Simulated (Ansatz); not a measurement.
# AsH₂+ (triplet): wave-function methods side by side at angle H2–As1–H3 = 87.5°, cc-pVDZ

Aim: climb from Hartree-Fock through coupled cluster and multireference methods for AsH₂+ (triplet) at one geometry and basis, and see what each rung misses.

The runs use Ansatz 0.2.0, Gaussian basis; cc-pVDZ, core rule «outside noble gas», up to 14 orbitals frozen.

The runs, in order: UHF; CCSD(T) on ROHF; CCSD(T) on UHF; BCCD(T) on ROHF; CISD; CCSDT(Q) on ROHF; CCSDT(Q) on UHF; CASSCF and MRCISD+Q, 4 electrons in 4 orbitals; CASSCF and NEVPT2, 4 electrons in 4 orbitals; CASSCF and MRCISD+Q, 6 electrons in 6 orbitals; CASSCF and NEVPT4(SD), 6 electrons in 6 orbitals; CASSCF and NEVPT2, 6 electrons in 6 orbitals; Full CI.

6 further runs of the same task are left out: 5 that didn't finish, 1 set aside as unsound or not needed.

## (1) The geometry

The geometry derives from a PBE0/def2-TZVP stationary point (not a proven minimum). One angle is set to the value named; bond lengths are kept. No spin-orbit coupling is included. The filled d shell of As may be among the frozen orbitals whatever the setting's name suggests; the logs give the count.

3 atoms, charge 1, spin multiplicity 3.

Atoms are counted from 1 here; the program's logs count them from 0.

Bond lengths: As1–H2 1.511 Å, As1–H3 1.511 Å. Angles: H2–As1–H3 87.5°.

## (2) UHF

Input file in.yaml:

```yaml
crystal:
  periodic: [false, false, false]
  atoms:
    - {symbol: As, position_ang: [0.000000, -0.028606, 0.000000]}
    - {symbol: H, position_ang: [0.000000, 1.063166, -1.045144]}
    - {symbol: H, position_ang: [0.000000, 1.063166, 1.045144]}
basis:
  gaussian: {orbitals: cc-pVDZ}
total_charge: 1
magnetization: {spin_polarized: true, initial_magnetization: 2}
hamiltonian: {xc: hf}
output: {orbitals: {seedname: orbitals}}
```

Launch:

```sh
$ ansatz run in.yaml --threads 1 --pin off --events-out ev --progress --plain --max-ram 2393MiB
```

After this run come: CCSD(T) on ROHF; CCSD(T) on UHF; BCCD(T) on ROHF; CISD; CCSDT(Q) on ROHF; CCSDT(Q) on UHF; CASSCF and MRCISD+Q, 4 electrons in 4 orbitals; CASSCF and NEVPT2, 4 electrons in 4 orbitals; CASSCF and MRCISD+Q, 6 electrons in 6 orbitals; CASSCF and NEVPT4(SD), 6 electrons in 6 orbitals; CASSCF and NEVPT2, 6 electrons in 6 orbitals; Full CI.

Q: Predict the results of all the runs planned. Wanted: FCI below the RHF energy; RMP2 from FCI; UMP2 from FCI; RCCSD from FCI; RCCSD(T) from FCI; UCCSD(T) from FCI; RCCSDT(Q) from FCI; UCCSDT(Q) from FCI; NEVPT2 pair from FCI.

The runs gave:

| quantity | value |
| --- | --- |
| FCI below the RHF energy | -2.8022 eV |
| RMP2 from FCI | +65.2 kJ/mol |
| UMP2 from FCI | +64.2 kJ/mol |
| RCCSD from FCI | +7.3 kJ/mol |
| RCCSD(T) from FCI | +1.7 kJ/mol |
| UCCSD(T) from FCI | +0.6 kJ/mol |
| RCCSDT(Q) from FCI | 0.0 kJ/mol |
| UCCSDT(Q) from FCI | -1.1 kJ/mol |
| NEVPT2 pair from FCI | +59.8 kJ/mol |
| MRCISD+Q pair from FCI | -1.1 kJ/mol |
| NEVPT2 valence from FCI | +44.8 kJ/mol |
| levels within 1 kcal/mol (43 meV) | RCCSD(T), UCCSD(T), BCCD(T), RCCSDT, UCCSDT, RCCSDT(Q), UCCSDT(Q), MRCISD+Q pair, MRCISD+Q valence |
| T1 diagnostic | 0.019 |
| effectively unpaired electrons | 2.03 |

What this shows: RCCSD(T) lands +1.7 kJ/mol from the yardstick (0.6 % of the correlation energy). UCCSDT, UCCSDT(Q), MRCISD+Q pair fall below full CI: unrestricted runs freeze a spin-polarised core, another one than full CI's, and coupled cluster isn't variational. One determinant dominates. Of the multireference levels listed MRCISD+Q valence comes nearest in total energy (+0.1 kJ/mol), which doesn't show that its space is the better one. These misses are within one basis, not against nature; the frozen cores of restricted and unrestricted runs differ, which can shift their rows.
